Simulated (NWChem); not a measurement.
**CHF3O3S (triflic acid) at 6 levels**

We compute a comparison of 6 runs (HF/6-31G**, HF/def2-SVP, HF/6-311G**, PBE/6-31G, B3LYP/6-31G*, CAM-B3LYP/6-311+G**) of CHF3O3S (triflic acid). 

Program for the calculation: NWChem 7.3.0.

### Step 1. The molecule

CHF3O3S: 9 atoms, total charge 0, spin state singlet. As SMILES, `O=S(=O)(O)C(F)(F)F`. Geometry: relaxed at PBE0-D4/def2-TZVP. This is one conformer, not always the lowest.

Bond lengths: O1–S2 1.422 Å, S2–O3 1.414 Å, S2–O4 1.577 Å, S2–C5 1.848 Å, C5–F6 1.327 Å, C5–F7 1.320 Å, C5–F8 1.319 Å, O4–H9 0.968 Å. Some angles: O1–S2–O3 123.8°, O1–S2–O4 109.3°, O1–S2–C5 106.8°, O3–S2–O4 107.4°, O3–S2–C5 107.2°, O4–S2–C5 99.5°, S2–C5–F6 109.4°, S2–C5–F7 108.8°, S2–C5–F8 110.4°, F6–C5–F7 109.4°.

### Step 2. Energy and gradient at HF/6-31G(d,p) (spherical functions) (run 1)

run.py

```python
from ase import Atoms
from ase.calculators.nwchem import NWChem

molecule = Atoms('OSOOCFFFH', positions=[
    [1.462890, -0.581870, 0.985740],
    [0.298500, -0.778940, 0.194370],
    [0.144480, -1.837650, -0.729970],
    [-0.972740, -0.777950, 1.128120],
    [0.003130, 0.796730, -0.725230],
    [-0.076560, 1.801740, 0.138180],
    [1.014380, 1.004120, -1.547510],
    [-1.120920, 0.723830, -1.412290],
    [-0.753170, -0.350000, 1.968590],
])

calc = NWChem(
    label='a',
    theory='scf',
    memory='2200 mb',
    basis='6-31G**',
    basispar='spherical bse',
    scf={'nopen': '0', 'rhf': None, 'thresh': '1e-08', 'maxiter': '80'},
)
molecule.calc = calc

forces = molecule.get_forces()
e = molecule.get_potential_energy()
print(f"E = {e:.6f} eV")
print("forces (eV/A):")
for s, f in zip(molecule.symbols, forces):
    print(f"{s:2s} {f[0]:10.5f} {f[1]:10.5f} {f[2]:10.5f}")
print("dipole (e A):", molecule.get_dipole_moment().round(4))
```

Launch:

```bash
$ export ASE_NWCHEM_COMMAND="nwchem PREFIX.nwi > PREFIX.nwo"
$ python run.py
```

Log:

```text
E = -26089.398702 eV
forces (eV/A):
O    -0.36073   -0.06639   -0.17807
S    -0.32895    0.45951   -0.49679
O     0.16702    0.25341    0.22425
O     0.69348    0.60431    0.72047
C     0.00776    0.10747   -0.05574
F     0.04952   -0.78105   -0.60786
F    -0.72150   -0.14768    0.58919
F     0.83175    0.03147    0.53345
H    -0.33841   -0.46110   -0.72886
dipole (e A): [-0.3038  0.423   0.4179]
```

The calculator wrote a.nwi:

```
title "a"

permanent_dir a

scratch_dir a

start a

geometry units angstrom nocenter noautosym noautoz
  O  1.4628900000000000e+00 -5.8187000000000000e-01 9.8573999999999995e-01
  S  2.9849999999999999e-01 -7.7893999999999997e-01 1.9436999999999999e-01
  O  1.4448000000000000e-01 -1.8376500000000000e+00 -7.2997000000000001e-01
  O  -9.7274000000000005e-01 -7.7795000000000003e-01 1.1281200000000000e+00
  C  3.1300000000000000e-03 7.9673000000000005e-01 -7.2523000000000004e-01
  F  -7.6560000000000003e-02 1.8017399999999999e+00 1.3818000000000000e-01
  F  1.0143800000000001e+00 1.0041199999999999e+00 -1.5475099999999999e+00
  F  -1.1209199999999999e+00 7.2382999999999997e-01 -1.4122900000000000e+00
  H  -7.5317000000000001e-01 -3.4999999999999998e-01 1.9685900000000001e+00
end

memory 2200 mb

basis spherical bse noprint
   * library 6-31G**
end

scf
  nopen 0
  rhf
  thresh 1e-08
  maxiter 80
end

task scf gradient
```

a.nwo:

```text
Northwest Computational Chemistry Package (NWChem) 7.3.0
             --------------------------------------------------------

           Job information
           ---------------

    nwchem branch   = 7.3.0
    use scalapack   = T
    input           = a.nwi
    prefix          = a.
    data base       = a/a.db
    status          = startup
    nproc           =        1

           Memory information
           ------------------

[... 5 lines left out ...]
    hardfail = no
[... 138 lines left out ...]
         Quadratically convergent ROHF
[... 15 lines left out ...]
       Final RHF  results
[... 4 lines left out ...]
      Two-electron energy =    934.148592875148
[... 56 lines left out ...]
                       ROHF Final Molecular Orbital Analysis
[... 315 lines left out ...]
                 ----------------------------------------
                 |  Time  |  1-e(secs)   |  2-e(secs)   |
                 ----------------------------------------
                 |  CPU   |       0.02   |      16.15   |
                 ----------------------------------------
                 |  WALL  |       0.02   |      16.15   |
                 ----------------------------------------

 Task  times  cpu:       99.6s     wall:       99.6s
 Total times  cpu:       99.7s     wall:       99.7s
```

Wall time 1.7 min (1 thread of Intel Xeon Platinum 8259CL at 2.50GHz (Skylake/Cascade Lake), shared host); peak memory 0.1 GiB.

### Step 3. Energy and gradient at HF/def2-SVP (run 2)

struct.nw

```
start struct
title "CHF3O3S hf"
memory 2200 mb

geometry units angstroms noautosym nocenter noautoz
O        1.462890      -0.581870       0.985740
S        0.298500      -0.778940       0.194370
O        0.144480      -1.837650      -0.729970
O       -0.972740      -0.777950       1.128120
C        0.003130       0.796730      -0.725230
F       -0.076560       1.801740       0.138180
F        1.014380       1.004120      -1.547510
F       -1.120920       0.723830      -1.412290
H       -0.753170      -0.350000       1.968590
end

basis spherical bse
* library def2-SVP
end

scf
thresh 1e-08
maxiter 80
end

task scf gradient
```

Launch:

```bash
$ nwchem struct.nw > struct.out
```

Log:

```text
[...]
  functions       =   121
[...]
  wavefunction    = RHF
[...]
         Total SCF energy =   -958.193216932634
      One-electron energy =  -2463.963790979938
      Two-electron energy =    933.505002612372
 Nuclear repulsion energy =    572.265571434931
        Time for solution =     40.0s
[...]
                         RHF ENERGY GRADIENTS
    atom               coordinates                        gradient
                 x          y          z           x          y          z
   1 O       2.764461  -1.099575   1.862778    0.011547   0.000424   0.006612
   2 S       0.564083  -1.471983   0.367306    0.002601   0.001433   0.006068
   3 O       0.273028  -3.472655  -1.379443   -0.003016  -0.010295  -0.006803
   4 O      -1.838212  -1.470112   2.131838   -0.015301  -0.011281  -0.010570
   5 C       0.005915   1.505601  -1.370486    0.001088  -0.008886   0.005435
   6 F      -0.144677   3.404795   0.261122   -0.001230   0.019492   0.016585
   7 F       1.916900   1.897512  -2.924370    0.019743   0.003362  -0.015612
   8 F      -2.118232   1.367840  -2.668841   -0.022197  -0.001762  -0.013582
   9 H      -1.423285  -0.661404   3.720096    0.006764   0.007514   0.011866
[...]
```

Run time: 51 s. Hardware: 1 thread of Intel Xeon Platinum 8259CL at 2.50GHz (Skylake/Cascade Lake), shared host; peak memory 0.1 GiB.

Run 3 isn't shown in full; the table further down has it.

### Step 4. Energy and forces at PBE/6-31G (run 4)

chf3o3s.nw

```
start chf3o3s
title "CHF3O3S"
memory total 2200 mb

geometry noautosym nocenter noautoz
   O      1.462890    -0.581870     0.985740
   S      0.298500    -0.778940     0.194370
   O      0.144480    -1.837650    -0.729970
   O     -0.972740    -0.777950     1.128120
   C      0.003130     0.796730    -0.725230
   F     -0.076560     1.801740     0.138180
   F      1.014380     1.004120    -1.547510
   F     -1.120920     0.723830    -1.412290
   H     -0.753170    -0.350000     1.968590
end

basis spherical bse
   * library 6-31G
end

dft
   xc xpbe96 cpbe96
   grid xfine
   convergence energy 1e-08
   iterations 100
   mulliken
end

task dft gradient
```

Launch:

```bash
$ nwchem chf3o3s.nw > chf3o3s.out
```

Log:

```text
[...]
          Wavefunction type:  closed shell.
          No. of atoms     :     9
          No. of electrons :    74
[...]
          Charge           :     0
          Spin multiplicity:     1
[...]
          AO basis - number of functions:    78
[...]
              XC Information
              --------------
          PerdewBurkeErnzerhof Exchange Functional  1.000
            Perdew 1991 LDA Correlation Functional  1.000 local
           PerdewBurkeErnz. Correlation Functional  1.000 non-local
[...]
 d= 0,ls=0.0,diis     1   -960.2997578036 -1.53D+03  8.24D-02  4.10D+00     7.5
[...]
 d= 0,ls=0.0,diis    13   -960.8553126823 -9.10D-09  4.06D-07  1.51D-09    72.9
         Total DFT energy =     -960.855312682326
      One electron energy =    -2463.397570509595
           Coulomb energy =     1018.418967895401
    Exchange-Corr. energy =      -88.142281503063
 Nuclear repulsion energy =      572.265571434931
[...]
      Total Density - Mulliken Population Analysis
     ---------------------------------------------
    Atom       Charge   Shell Charges
 -----------   ------   -------------------------------------------------------
    1 O    8     8.47   2.00  0.94  2.86  1.05  1.62
    2 S   16    14.84   2.00  1.99  5.96  1.41  3.04 -0.07  0.50
    3 O    8     8.43   2.00  0.94  2.86  1.04  1.59
    4 O    8     8.58   2.00  0.92  2.92  1.00  1.75
    5 C    6     5.57   2.00  0.73  1.97  0.37  0.49
    6 F    9     9.19   2.00  0.94  3.29  1.06  1.90
    7 F    9     9.18   2.00  0.94  3.30  1.06  1.89
    8 F    9     9.17   2.00  0.94  3.29  1.06  1.88
    9 H    1     0.57   0.49  0.08
[...]
  wavefunction    = closed shell
[...]
```

It took 85 s on 1 thread of Intel Xeon Platinum 8259CL at 2.50GHz (Skylake/Cascade Lake), shared host; peak memory 0.14 GiB.

Run 5 isn't shown in full; the table further down has it.

### Step 5. Energy and forces at CAM-B3LYP/6-311+G(d,p) (run 6)

Edit run.py of step 2 so:

```diff
@@ -3,3 +3,3 @@
 
-molecule = Atoms('OSOOCFFFH', positions=[
+molecule = Atoms(['O', 'S', 'O', 'O', 'C', 'F', 'F', 'F', 'H'], positions=[
     [1.462890, -0.581870, 0.985740],
@@ -16,8 +16,8 @@
 calc = NWChem(
-    label='a',
-    theory='scf',
+    label='chf3o3s',
+    theory='dft',
     memory='2200 mb',
-    basis='6-31G**',
+    basis='6-311+G**',
     basispar='spherical bse',
-    scf={'nopen': '0', 'rhf': None, 'thresh': '1e-08', 'maxiter': '80'},
+    dft={'xc': 'xcamb88 1.00 lyp 0.81 vwn_5 0.19 hfexch 1.00', 'cam': '0.33 cam_alpha 0.19 cam_beta 0.46', 'mult': '1', 'grid': 'fine', 'convergence': 'energy 1e-08', 'direct': None, 'iterations': '100', 'mulliken': None},
 )
```

Launch:

```bash
$ export ASE_NWCHEM_COMMAND="nwchem PREFIX.nwi > PREFIX.nwo"
$ python run.py
```

Log:

```text
E = -26179.146486 eV
forces (eV/A):
O     0.91845    0.18404    0.66808
S    -0.02412    0.32473   -0.47123
O    -0.11709   -0.84322   -0.74984
O    -0.59177    0.08917    0.57397
C    -0.03605    0.08906   -0.07446
F    -0.01373    0.12295    0.11477
F     0.12197    0.03636   -0.10063
F    -0.12136   -0.00314   -0.07559
H    -0.13632    0.00005    0.11493
dipole (e A): [-0.2692  0.3568  0.3974]
```

The calculator wrote chf3o3s.nwi:

```
title "chf3o3s"

permanent_dir chf3o3s

scratch_dir chf3o3s

start chf3o3s

geometry units angstrom nocenter noautosym noautoz
  O  1.4628900000000000e+00 -5.8187000000000000e-01 9.8573999999999995e-01
  S  2.9849999999999999e-01 -7.7893999999999997e-01 1.9436999999999999e-01
  O  1.4448000000000000e-01 -1.8376500000000000e+00 -7.2997000000000001e-01
  O  -9.7274000000000005e-01 -7.7795000000000003e-01 1.1281200000000000e+00
  C  3.1300000000000000e-03 7.9673000000000005e-01 -7.2523000000000004e-01
  F  -7.6560000000000003e-02 1.8017399999999999e+00 1.3818000000000000e-01
  F  1.0143800000000001e+00 1.0041199999999999e+00 -1.5475099999999999e+00
  F  -1.1209199999999999e+00 7.2382999999999997e-01 -1.4122900000000000e+00
  H  -7.5317000000000001e-01 -3.4999999999999998e-01 1.9685900000000001e+00
end

memory 2200 mb

basis spherical bse noprint
   * library 6-311+G**
end

dft
  xc xcamb88 1.00 lyp 0.81 vwn_5 0.19 hfexch 1.00
  cam 0.33 cam_alpha 0.19 cam_beta 0.46
  mult 1
  grid fine
  convergence energy 1e-08
  direct
  iterations 100
  mulliken
end

task dft gradient
```

chf3o3s.nwo:

```text
Northwest Computational Chemistry Package (NWChem) 7.3.0
             --------------------------------------------------------

           Job information
           ---------------

    nwchem branch   = 7.3.0
    use scalapack   = T
    input           = chf3o3s.nwi
    prefix          = chf3o3s.
    data base       = chf3o3s/chf3o3s.db
    status          = startup
    nproc           =        1

           Memory information
           ------------------

[... 5 lines left out ...]
    hardfail = no
[... 110 lines left out ...]
  convergence criterion.
[... 50 lines left out ...]
          Spatial weights used:  Erf1
[... 32 lines left out ...]
 1-e energy   =   -2468.240014
[... 44 lines left out ...]
           Coulomb energy =     1020.368022598731
[... 1403 lines left out ...]
          Convergence on density requested:  1.00D-05
[... 35 lines left out ...]
          total energy or number of iterations.
[... 42 lines left out ...]
                 ----------------------------------------
                 |  Time  |  1-e(secs)   |  2-e(secs)   |
                 ----------------------------------------
                 |  CPU   |       0.06   |     387.33   |
                 ----------------------------------------
                 |  WALL  |       0.06   |     387.33   |
                 ----------------------------------------

 Task  times  cpu:     1241.5s     wall:     1241.5s
 Total times  cpu:     1241.5s     wall:     1241.5s
```

It took 21 min on 1 thread of Intel Xeon Platinum 8259CL at 2.50GHz (Skylake/Cascade Lake), shared host; peak memory 0.15 GiB.

### Step 6. The series

```tsv
run	level	iteration cap	module	energy (Eh)	dipole moment (D)	HOMO energy (eV)	LUMO energy (eV)	wall time
1	HF/6-31G** (spherical functions)	80	scf	-958.767726	3.21	-14.00	4.61	1.7 min
2	HF/def2-SVP	80	scf	-958.193217	3.07	-14.18	3.90	51 s
3	HF/6-311G**	80	scf	-958.937081	3.24	-14.22	3.23	2.1 min
4	PBE/6-31G	100	dft	-960.855313	3.17	-8.34	-1.44	85 s
5	B3LYP/6-31G* (spherical functions)	100	dft	-961.984026	2.95	-9.39	0.47	91 s
6	CAM-B3LYP/6-311+G**	100	dft	-962.065896	2.87	-11.71	0.11	21 min
```

### Step 7. Outcome

| quantity | value |
| --- | --- |
| run 6: total energy | -962.06590 Eh |
| run 6: dipole moment | 2.87 D |
| run 6: HOMO energy | -11.71 eV |
| run 6: LUMO energy | 0.11 eV |
| run 6: HOMO–LUMO gap | 11.82 eV |
| run 6: largest force on an atom | 1.151 eV/Å |

**Reading.** The dipole moment (its size) runs from 2.87 D (CAM-B3LYP/6-311+G**) to 3.24 D (HF/6-311G**). The two ends differ in method and basis. The HOMO–LUMO gap runs from 6.90 eV (PBE/6-31G) to 18.61 eV (HF/6-31G**). Totals of different functionals can't be ranked against each other. All runs together took 28 min, the longest 21 min.
